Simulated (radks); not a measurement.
**Ne⁺ in [He] 2s1.75 2p5.25: an all-electron calculation**

An exercise on one series of results from a longer session: the logs are not shown, and one member is left open.

The numbers are computed with radks (a radial shooting solver on a logarithmic mesh, Libxc functionals) version 1 (non-relativistic Kohn-Sham, exchange-only PBE, spin-polarised, spherical densities, point nucleus; open shells are filled with parallel spins first), except any that are marked as measured or tabulated.

## The system

- element: neon (Z = 10)
- charge: +1
- electrons: 9
- configuration: [He] 2s1.75 2p5.25

The first run:

The run's settings:

```text
Z 10
configuration [He] 2s1.75 2p5.25
relativity non-relativistic
functional pbe,
spin polarised
nucleus point
```

The run is started by

```bash
$ python run_ks.py task.json out
```

The same process makes all the runs of this session.

One table of the session follows, with a row left open; its other results are not shown here.

It belongs to the step «Radial structure». Radial moments (bohr):

```
  level     <r>  outermost maximum (interpolated)  90 % within
  1s up  0.1582                             0.103        0.283
1s down  0.1581                             0.103        0.283
  2s up  0.8631                             0.671         1.38
2s down       ?                                 ?            ?
  2p up  0.8793                             0.600         1.51
2p down  0.8995                             0.605         1.56
```

Q: Estimate the row for 2s down from the others.

The run gave: <r>: 0.8725; outermost maximum (interpolated): 0.675; 90 % within: 1.40. In the column «<r>» it lies between 2s up (0.8631) and 2p up (0.8793).
